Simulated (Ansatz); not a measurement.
**CsLiCr2Te2S3 in Ansatz: the effect of Hubbard term**

CsLiCr2Te2S3:

```
Cs Li Cr Te S
1.0
     7.28959   -2.10433    0.01772
     7.28959    2.10433    0.01772
    -2.53315    0.00000    7.28100
Cs Li Cr Te S
1 1 2 2 3
Direct
  0.50000 0.50000 0.00000
  0.00000 0.00000 0.50000
  0.32870 0.32870 0.43300
  0.67130 0.67130 0.56700
  0.80672 0.80672 0.17427
  0.19328 0.19328 0.82573
  0.16358 0.16358 0.39713
  0.83642 0.83642 0.60287
  0.50000 0.50000 0.50000
```

The cell was built by a generator and needn't be a form met in nature.

Alike in all runs:

- Program: Ansatz 0.2.0
- Task: projected density of states
- Functional: PBE
- Potentials or basis: Ansatz PAW
- Cutoff: 420 eV (not typed: the program's choice for these potentials)
- k mesh: 7 × 7 × 4
- Occupations: fermi-dirac, width 0.05 eV
- Spin: collinear spin, ferromagnetic start
- Starting moments: [0.0, 0.0, 3.0, 3.0, 0.0, 0.0, 0.0, 0.0, 0.0] μB
- Hubbard projectors: ortho-atomic (the default)
- Double counting: fll (the default)

```csv
Hubbard term,pressure (GPa),moment (μB),largest force (eV/Å)
Cr d U = 2 eV,?,?,?
Cr d U = 4 eV,3.1,6.19,0.63
Cr d U = 6 eV,4.6,6.48,0.89
Cr d U = 8 eV,5.9,6.68,1.14
```

Q: What does the run with Hubbard term Cr d U = 2 eV give?

A: Pressure 1.6 GPa; moment 5.83 μB; largest force 0.36 eV/Å.

Worked out: A straight line through the other rows of the pressure, of slope 0.7 GPa per eV, extrapolates to 1.7 GPa, against the run's 1.6. A straight line through the other rows of the moment, of slope 0.123 μB per eV, extrapolates to 5.96 μB, against the run's 5.83. The fit is too stiff a form for this range. A straight line through the other rows of the largest force, of slope 0.128 eV/Å per eV, extrapolates to 0.38 eV/Å, against the run's 0.36.

Caveats: the magnetic or orbital state may not be the lowest; only a ferromagnetic start was run, and an antiferromagnetic order may lie lower in energy; the density of states is complete only up to the lowest level of the last band computed; forces of over 1 eV/Å show positions far from the minimum, so gaps and moduli don't describe the material at rest (some runs).
